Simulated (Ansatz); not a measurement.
Debugging a geometry optimisation of CH9NSi2, SMILES NC([SiH3])[SiH3] (Ansatz's Python interface).

The script, `run_opt.py`:
```python
"""Geometry optimisation of CH9NSi2."""

import itertools
import warnings

import ansatz as az
from ase.data import atomic_numbers, covalent_radii
import numpy as np


def main() -> None:
    warnings.simplefilter("ignore", az.DeckWarning)

    ch9nsi2 = (
        az.Crystal.molecule()
        .atom("N", (0.4528, 1.4313, -0.8288))
        .atom("C", (-0.4248, 0.4376, -0.1816))
        .atom("Si", (0.1482, -0.0009, 1.5197))
        .atom("Si", (-0.3356, -1.1674, -1.1251))
        .atom("H", (1.3908, 1.1945, -0.8897))
        .atom("H", (0.3672, 2.3644, -0.3116))
        .atom("H", (-1.4222, 0.8152, -0.1194))
        .atom("H", (-0.6593, -0.9811, 2.193))
        .atom("H", (0.1939, 1.2433, 2.413))
        .atom("H", (1.5835, -0.5007, 1.5207))
        .atom("H", (-0.9675, -0.9948, -2.4704))
        .atom("H", (0.9944, -1.6993, -1.2386))
        .atom("H", (-1.3011, -2.1768, -0.4663))
    )

    model = (
        ch9nsi2.calculation()
        .basis(gaussian="cc-pVDZ")  # the orbital basis, by name
        .functional("hf")
        .hubbard("N", "p", u_eff=4.0)  # on-site correction of the localised shell
    )
    symbols = [site.symbol for site in ch9nsi2.cartesian_sites]
    start = np.array([site.position_ang for site in ch9nsi2.cartesian_sites], dtype=float)
    def progress(event):
        if event["event"] == "relax_step":
            row = event["data"]
            print(f"step {row['step']:3d}  E = {row['lagrangian_ev']:.6f} eV  largest force component {row['allowed_force_max_ev_ang']:.4f} eV/A")


    summary = model.relax(force_tolerance=0.005, max_steps=30).session().plan().execute(on_event=progress).report
    end = np.array(summary["positions_ang"])

    for key in ("converged", "free_energy_ev", "reference_energy_ev", "n_frozen", "n_occupied", "n_virtual"):
        print(f"{key:22s} {summary[key]}")

    # pairs closer than 1.2 times the sum of covalent radii, before or after
    radius = [covalent_radii[atomic_numbers[s]] for s in symbols]
    span = lambda where, i, j: np.linalg.norm(where[i] - where[j])
    bonded = [(i, j) for i, j in itertools.combinations(range(len(symbols)), 2) if min(span(start, i, j), span(end, i, j)) < 1.2 * (radius[i] + radius[j])]
    print("pair        before    after (A)")
    for i, j in bonded:
        print(f"{symbols[i]}{i}-{symbols[j]}{j}".ljust(10), f"{span(start, i, j):8.4f} {span(end, i, j):8.4f}")
    with open("ch9nsi2_opt.xyz", "w") as handle:
        handle.write(f"{len(symbols)}\nrelaxed CH9NSi2\n")
        handle.writelines(f"{s:2s} {x:11.6f} {y:11.6f} {z:11.6f}\n" for s, (x, y, z) in zip(symbols, end))


if __name__ == "__main__":
    main()
```

```console
$ python run_opt.py
Traceback (most recent call last):
  File "run_opt.py", line 64, in <module>
    main()
    ~~~~^^
  File "run_opt.py", line 45, in main
    summary = model.relax(force_tolerance=0.005, max_steps=30).session().plan().execute(on_event=progress).report
              ~~~~~~~~~~~~~~~~~~~~~~~~~~~~~~~~~~~~~~~~~~~~~~~~~~~~~~~~^^
  ...
ansatz.RefusalError: invalid value for `basis.gaussian`: such a run doesn't read hamiltonian.hubbard; remove what it names
$ echo $?
1
```
(Library frames cut from the traceback.)

Find the fault and give the corrected script.

The fault: a Hubbard U isn't read in a Gaussian basis. The cap on steps that the faulty run carried goes too. The change:

`run_opt.py`
```python
"""Geometry optimisation of CH9NSi2."""

import itertools
import warnings

import ansatz as az
from ase.data import atomic_numbers, covalent_radii
import numpy as np


def main() -> None:
    warnings.simplefilter("ignore", az.DeckWarning)

    ch9nsi2 = (
        az.Crystal.molecule()
        .atom("N", (0.4528, 1.4313, -0.8288))
        .atom("C", (-0.4248, 0.4376, -0.1816))
        .atom("Si", (0.1482, -0.0009, 1.5197))
        .atom("Si", (-0.3356, -1.1674, -1.1251))
        .atom("H", (1.3908, 1.1945, -0.8897))
        .atom("H", (0.3672, 2.3644, -0.3116))
        .atom("H", (-1.4222, 0.8152, -0.1194))
        .atom("H", (-0.6593, -0.9811, 2.193))
        .atom("H", (0.1939, 1.2433, 2.413))
        .atom("H", (1.5835, -0.5007, 1.5207))
        .atom("H", (-0.9675, -0.9948, -2.4704))
        .atom("H", (0.9944, -1.6993, -1.2386))
        .atom("H", (-1.3011, -2.1768, -0.4663))
    )

    model = (
        ch9nsi2.calculation()
        .basis(gaussian="cc-pVDZ")  # the orbital basis, by name
        .functional("hf")
    )
    symbols = [site.symbol for site in ch9nsi2.cartesian_sites]
    start = np.array([site.position_ang for site in ch9nsi2.cartesian_sites], dtype=float)
    def progress(event):
        if event["event"] == "relax_step":
            row = event["data"]
            print(f"step {row['step']:3d}  E = {row['lagrangian_ev']:.6f} eV  largest force component {row['allowed_force_max_ev_ang']:.4f} eV/A")


    summary = model.relax(force_tolerance=0.005).session().plan().execute(on_event=progress).report
    end = np.array(summary["positions_ang"])

    for key in ("converged", "free_energy_ev", "reference_energy_ev", "n_frozen", "n_occupied", "n_virtual"):
        print(f"{key:22s} {summary[key]}")

    # pairs closer than 1.2 times the sum of covalent radii, before or after
    radius = [covalent_radii[atomic_numbers[s]] for s in symbols]
    span = lambda where, i, j: np.linalg.norm(where[i] - where[j])
    bonded = [(i, j) for i, j in itertools.combinations(range(len(symbols)), 2) if min(span(start, i, j), span(end, i, j)) < 1.2 * (radius[i] + radius[j])]
    print("pair        before    after (A)")
    for i, j in bonded:
        print(f"{symbols[i]}{i}-{symbols[j]}{j}".ljust(10), f"{span(start, i, j):8.4f} {span(end, i, j):8.4f}")
    with open("ch9nsi2_opt.xyz", "w") as handle:
        handle.write(f"{len(symbols)}\nrelaxed CH9NSi2\n")
        handle.writelines(f"{s:2s} {x:11.6f} {y:11.6f} {z:11.6f}\n" for s, (x, y, z) in zip(symbols, end))


if __name__ == "__main__":
    main()
```

After the fix:

```console
$ python run_opt.py
step   1  E = -18377.963946 eV  largest force component 3.2791 eV/A
step   2  E = -18378.420219 eV  largest force component 0.7419 eV/A
step   3  E = -18378.507716 eV  largest force component 0.1623 eV/A
step   4  E = -18378.514753 eV  largest force component 0.0748 eV/A
step   5  E = -18378.522144 eV  largest force component 0.1164 eV/A
step   6  E = -18378.490109 eV  largest force component 0.8230 eV/A
step   7  E = -18378.523947 eV  largest force component 0.0203 eV/A
step   8  E = -18378.521707 eV  largest force component 0.1532 eV/A
step   9  E = -18378.524351 eV  largest force component 0.0050 eV/A
step  10  E = -18378.524480 eV  largest force component 0.0137 eV/A
step  11  E = -18378.524532 eV  largest force component 0.0068 eV/A
step  12  E = -18378.524551 eV  largest force component 0.0018 eV/A
converged              True
free_energy_ev         -18378.524550564074
reference_energy_ev    -18378.524550564074
n_frozen               0
n_occupied             [25, 25]
n_virtual              [84, 84]
pair        before    after (A)
N0-C1        1.4753   1.4793
N0-H4        0.9693   1.0069
N0-H5        1.0703   1.0066
C1-Si2       1.8480   1.9097
C1-Si3       1.8639   1.9074
C1-H6        1.0683   1.0967
Si2-H7       1.4374   1.4890
Si2-H8       1.5324   1.4914
Si2-H9       1.5198   1.4910
Si3-H10      1.4963   1.4855
Si3-H11      1.4369   1.4900
Si3-H12      1.5444   1.4902
```

File `ch9nsi2_opt.xyz` afterwards:
```text
13
relaxed CH9NSi2
N     0.457553    1.373076   -0.834912
C    -0.355391    0.356184   -0.132563
Si    0.175055    0.076161    1.680528
Si   -0.418982   -1.187572   -1.250998
H     1.431049    1.115977   -0.826487
H     0.399147    2.264351   -0.370789
H    -1.389646    0.720301   -0.110201
H    -0.734638   -0.863509    2.392276
H     0.174795    1.385732    2.394176
H     1.562318   -0.468752    1.721743
H    -1.123359   -0.873701   -2.520637
H     0.969258   -1.628924   -1.563988
H    -1.126858   -2.304026   -0.563249
```

Notes:
- Total energies depend on the basis set; only differences at equal settings carry meaning.
- The end point is the stationary point reached from this start; no frequency run checks that it is a minimum, and the basis set is modest.
- Run time: 35 s on 1 thread of Arm Neoverse V2, with other jobs on the host, peak memory 0.3 GiB.
